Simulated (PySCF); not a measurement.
# C5H10OS (propyl ethenyl sulfoxide): the cost of one run

Computed with PySCF 2.14.0 and routines of our own; the level stands in each step. Atoms count from 0.

## 1. The starting structure

17 atoms, charge 0, multiplicity 1; geometry from: GFN2-xTB.

## 2. Magnetic properties: GIAO B3LYP/pcSseg-1

Job settings and geometry (Å):

```
{"job": {"kind": "mag", "xc": "B3LYP", "basis": "pcSseg-1", "isotopologues": 2}, "charge": 0, "multiplicity": 1}
C      3.179988     0.345279     0.082252
C      2.192748    -0.478115     0.356340
S      0.563203     0.178586     0.821521
O      0.668752     1.635227     0.737141
C     -0.223825    -0.370819    -0.780662
C     -1.596607     0.267223    -0.888942
C     -2.542175    -0.241784     0.190729
H      2.999314     1.409002     0.118663
H      4.171422     0.019101    -0.184153
H      2.258573    -1.553081     0.367080
H     -0.279431    -1.457255    -0.743698
H      0.426942    -0.052997    -1.593540
H     -1.477679     1.348469    -0.789930
H     -2.014504     0.063521    -1.878305
H     -2.663441    -1.320891     0.119482
H     -2.150291    -0.000866     1.176647
H     -3.519989     0.221430     0.087806
```

Level: GIAO B3LYP/pcSseg-1 magnetisability, rotational g tensor and spin-rotation constants, non-relativistic, gas phase.

The run is started by

```sh
OMP_NUM_THREADS=1 python excited_run.py task.json out
```

The driver reads the jobs from task.json and runs them one after another.

Q: Estimate the wall time and peak memory of this first job on 1 thread of Arm Neoverse V2, shared host.

About 25 s, with a peak of 0.79 GiB.
